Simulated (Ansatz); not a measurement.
# Br3FTi: the cost of one run

Program: Ansatz 0.2.0, Gaussian basis. Level of theory: the settings change from run to run. These are calculated values, not measurements.

### 1 The geometry

The geometry comes from an earlier relaxation with PBE0-D4 in a triple-zeta def2 set; it is a stationary point.

SMILES `[F][Ti]([Br])([Br])[Br]`, 5 atoms, charge 0, spin multiplicity 1.

Atoms are counted from 1 here; the program's logs count them from 0.

Bond lengths: F1–Ti2 1.730 Å, Ti2–Br3 2.319 Å, Ti2–Br4 2.319 Å, Ti2–Br5 2.319 Å. Angles: F1–Ti2–Br3 109.4°, F1–Ti2–Br4 109.4°, F1–Ti2–Br5 109.4°, Br3–Ti2–Br4 109.5°, Br3–Ti2–Br5 109.5°, Br4–Ti2–Br5 109.5°.

As a file:

```xyz
5
charge 0, multiplicity 1
F    -0.27136   -0.10711    1.81423
Ti   -0.00769   -0.02054    0.10622
Br    1.73026   -1.44093   -0.47771
Br   -1.94012   -0.66114   -1.00478
Br    0.53880    2.15601   -0.47935
```

### 2 HF/def2-SVP

Options: charge -1, multiplicity 2, atoms shaken by 0.15 Å.

in.yaml reads:

```yaml
crystal:
  periodic: [false, false, false]
  atoms:
    - {symbol: F, position_ang: [0.073565, -0.355192, 1.683168]}
    - {symbol: Ti, position_ang: [0.214428, 0.015178, -0.084540]}
    - {symbol: Br, position_ang: [1.888203, -1.417836, -0.541879]}
    - {symbol: Br, position_ang: [-1.979520, -0.991333, -1.099555]}
    - {symbol: Br, position_ang: [0.696072, 2.361408, -0.493274]}
basis:
  gaussian: {orbitals: def2-SVP}
total_charge: -1
magnetization: {spin_polarized: true, initial_magnetization: 1}
hamiltonian: {xc: {name: HF}}
```

Run with:

```console
ansatz run in.yaml --threads 4 --pin off --events-out ev --progress --plain --max-ram 11315MiB
```

What time and memory should one allow on 4 threads of Intel Xeon Platinum 8488C, shared host?

About 29 s, with a peak of 0.97 GiB.
